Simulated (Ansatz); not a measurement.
# Scandium, diamond under LDA: structure, energy and stiffness

Aim: take scandium in the diamond structure, relax it, solve it on a dense k-mesh, switch on spin-orbit coupling, then scale the cell to 7 volumes from 88 to 112 % of the relaxed one and try a fit of the equation of state. The k-meshes are 9×9×9 for the relaxation; 15×15×15 for the dense run; 9×9×9 for spin-orbit coupling; 10×10×10 for the volumes.

This is Sc in the diamond structure; at room conditions it is hcp.

Computed with Ansatz 0.2.0 (DFT LDA (PW92), plane waves (420 eV) with PAW, scalar-relativistic; the PAW data stem from PBE, with regenerated cores, unless a step says otherwise).

## (1) The structure to begin with

Symmetry: Fd-3m, No. 227, cubic system. Conventional cell: a = 6.463 Å, b = 6.463 Å, c = 6.463 Å, α = 90.00°, β = 90.00°, γ = 90.00°. Around Sc (site symmetry -43m) lie 4 Sc at 2.80 Å.

As a file:

```
Sc
1.0
     0.00000    3.23174    3.23174
     3.23174    0.00000    3.23174
     3.23174    3.23174    0.00000
Sc
2
Cartesian
  0.8079 0.8079 0.8079
  5.6556 5.6556 5.6556
```

## (2) Relaxing cell and atoms

input.yaml

```yaml
crystal:
  lattice:
    - [0.0, 3.2317434665, 3.2317434665]
    - [3.2317434665, 0.0, 3.2317434665]
    - [3.2317434665, 3.2317434665, 0.0]
  atoms:
    - { symbol: Sc, position: [0.125, 0.125, 0.125] }
    - { symbol: Sc, position: [0.875, 0.875, 0.875] }
hamiltonian:
  xc: lda
  pseudopotentials:
    kind: paw
    azcp:
      Sc: "pseudopotentials/Sc.paw.azcp"
basis:
  ecutwfc: 420
  fft_grid_basis: typed
kpoints:
  mp_grid: { grid: [9, 9, 9], shift: [0, 0, 0] }
magnetization:
  spin_polarized: false
scf:
  occupations: { method: fermi_dirac, width: 0.1 }
relax:
  max_steps: 60
  f_tol: 0.01
  cell: {}
```

Further steps of the session: Dense single point; With spin-orbit coupling; Equation of state: 88 %; Equation of state: 92 %; Equation of state: 96 %; Equation of state: 100 %; Equation of state: 104 %; Equation of state: 108 %; Equation of state: 112 %.

Q: Predict the outcome of this session. Wanted: space group; conventional cell; volume; shortest distance; gap on the mesh; relative to hcp; V₀, B₀, B₀′.

**Answer**, as computed:

```
                      quantity                           value
space group (spins left aside)                 Fd-3m (No. 227)
             conventional cell                     a = 5.998 Å
                        volume                  26.977 Å³/atom
             shortest distance                         2.597 Å
               gap on the mesh    none (levels filled in part)
               relative to hcp                  +1968 meV/atom
                   V₀, B₀, B₀′  26.774 Å³/atom, 8.3 GPa, -10.3
```

**Reading.** The relaxation shrank the cell by 20.1 % in volume. Against the reference form of scandium (hcp, computed apart with the same settings) it stands 1968 meV/atom higher, so it is far from stable. Levels at the Fermi energy are filled in part, as in a metal. The total energy of the spin-orbit run (on a coarser mesh) lies -47 meV/atom from the scalar one; mesh and treatment of the core enter this figure, so it is no spin-orbit energy. B₀ comes out at 8.3 GPa, a soft solid. Relaxation kept the symmetry; phonons were not checked.
